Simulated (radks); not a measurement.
# La in [Xe] 5d1 6s1 6p1: an all-electron calculation

Aim: the levels, the sizes of the orbitals and the parts of the energy of neutral lanthanum.

Program: radks (a radial shooting solver on a logarithmic mesh, Libxc functionals) version 1. Level of theory: Dirac Kohn-Sham, PBE, spin-unpolarised, spherical densities, point nucleus; open shells fill j = l - 1/2 first. These are calculated values, not measurements, unless marked.

### Step 1. The atom as given

- element: lanthanum (Z = 57)
- charge: 0
- electrons: 57
- configuration: [Xe] 5d1 6s1 6p1

### Step 2. Self-consistent calculation

Input:

```text
Z 57
configuration [Xe] 5d1 6s1 6p1
relativity Dirac
functional pbe,pbe
spin unpolarised
j_filling energy
nucleus point
c 137.035999084
```

What does the calculation give?

As calculated:

```
                        quantity                   value
                    total energy      -8497.4290 hartree
exchange-correlation share of it                  2.40 %
                            −T/E                  1.0702
          highest occupied level        6p1/2, -1.923 eV
    most extended occupied level  6p1/2, <r> = 5.63 bohr
 radius at density 0.001 e/bohr³               5.59 bohr
    maxima of the radial density                       4
```

What this shows: 6 principal shells are occupied and 4 maxima appear in the radial density; where shells overlap, one shows as a shoulder or not at all. −T/E is 1.070: with relativity the kinetic term as defined here no longer equals −E. This is not the tabulated ground configuration, so its levels and sizes aren't those of the ground state, and no measured value stands beside it.
